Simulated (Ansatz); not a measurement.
**CH4ClNOSSi: up Jacob's ladder to CCSD(T)**

An exercise on one series of results from a longer session: the logs are not shown, and one member is left open.

Program: Ansatz 0.2.0, Gaussian basis. Level of theory: functionals in def2-TZVPP, the program's frozen cores in correlated methods. These are calculated values, not measurements.

Levels to be run: PBE-D4, r2SCAN-D4, PBE0-D4, B3LYP-D4, ωB97X-V, ωB97M-V, B2PLYP; CCSD(T)/def2-TZVPP; MP2/def2-QZVPP; extrapolation to the limit.

## The relaxed structure

All runs share one geometry, relaxed beforehand with PBE0-D4 in a triple-zeta def2 set.

10 atoms, charge 0, spin multiplicity 1.

Atoms are counted from 1 here; the program's logs count them from 0.

Bond lengths: N1–Si2 1.677 Å, N1–H7 1.005 Å, N1–H8 1.005 Å, Si2–Cl3 2.045 Å, Si2–O4 1.656 Å, Si2–S6 2.114 Å, O4–C5 1.420 Å, C5–S6 1.847 Å, C5–H9 1.091 Å, C5–H10 1.091 Å. Angles: Si2–N1–H7 123.0°, Si2–N1–H8 122.8°, H7–N1–H8 114.2°, N1–Si2–Cl3 104.5°, N1–Si2–O4 117.8°, N1–Si2–S6 120.0°, Cl3–Si2–O4 112.0°, Cl3–Si2–S6 117.0°, O4–Si2–S6 85.2°, Si2–O4–C5 99.0°, O4–C5–S6 103.2°, O4–C5–H9 111.0°, O4–C5–H10 110.7°, S6–C5–H9 110.4°, S6–C5–H10 110.4°, H9–C5–H10 110.9°, Si2–S6–C5 72.2°.

The first run:

The input, in.yaml:

```yaml
crystal:
  periodic: [false, false, false]
  atoms:
    - {symbol: N, position_ang: [-0.539740, -1.861119, -0.340966]}
    - {symbol: Si, position_ang: [-0.209781, -0.412408, 0.437656]}
    - {symbol: Cl, position_ang: [-0.252728, -0.879736, 2.428002]}
    - {symbol: O, position_ang: [1.176303, 0.391767, 0.019436]}
    - {symbol: C, position_ang: [0.612889, 1.655575, -0.298517]}
    - {symbol: S, position_ang: [-1.204521, 1.356548, -0.154590]}
    - {symbol: H, position_ang: [-0.642132, -1.936179, -1.338238]}
    - {symbol: H, position_ang: [-0.659301, -2.728500, 0.151601]}
    - {symbol: H, position_ang: [0.931404, 2.415979, 0.415724]}
    - {symbol: H, position_ang: [0.870808, 1.947072, -1.317209]}
basis:
  gaussian: {orbitals: def2-TZVPP}
hamiltonian: {xc: pbe, dispersion: d4}
output: {forces: true, orbitals: {seedname: orbitals}}
```

Launch:

```bash
ansatz run in.yaml --threads 4 --pin off --events-out ev --progress --plain --max-ram 10444MiB
```

Steps of the session up to this table: PBE-D4 (GGA); r2SCAN-D4 (meta-GGA); PBE0-D4 (hybrid); B3LYP-D4 (hybrid); ωB97X-V (range-separated); ωB97M-V (range-separated); B2PLYP (double hybrid); CCSD(T) in def2-TZVPP; MP2 in def2-QZVPP.

One table of the session follows, with a row left open; its other results are not shown here.

```
            method  atomisation energy (kJ/mol)
            PBE-D4                       3904.6
         r2SCAN-D4                       3818.4
           PBE0-D4                            ?
          B3LYP-D4                       3780.8
           ωB97X-V                       3833.3
           ωB97M-V                       3836.1
            B2PLYP                       3742.6
     HF/def2-TZVPP                       2608.7
    MP2/def2-TZVPP                       3789.6
   CCSD/def2-TZVPP                       3594.3
CCSD(T)/def2-TZVPP                       3672.9
           MP2/CBS                       3927.2
       CCSD(T)/CBS                       3810.5
```

Q: Estimate the row for PBE0-D4 from the others.

As computed: atomisation energy (kJ/mol): 3816.3. In the column «atomisation energy (kJ/mol)» it lies between CCSD(T)/CBS (3810.5) and r2SCAN-D4 (3818.4).

Limits of these values: Free atoms (1 N, 1 Si, 1 Cl, 1 O, 1 C, 1 S, 4 H) were run apart at each level; the atomisation energy is their sum less the molecule, without zero-point or spin-orbit terms.
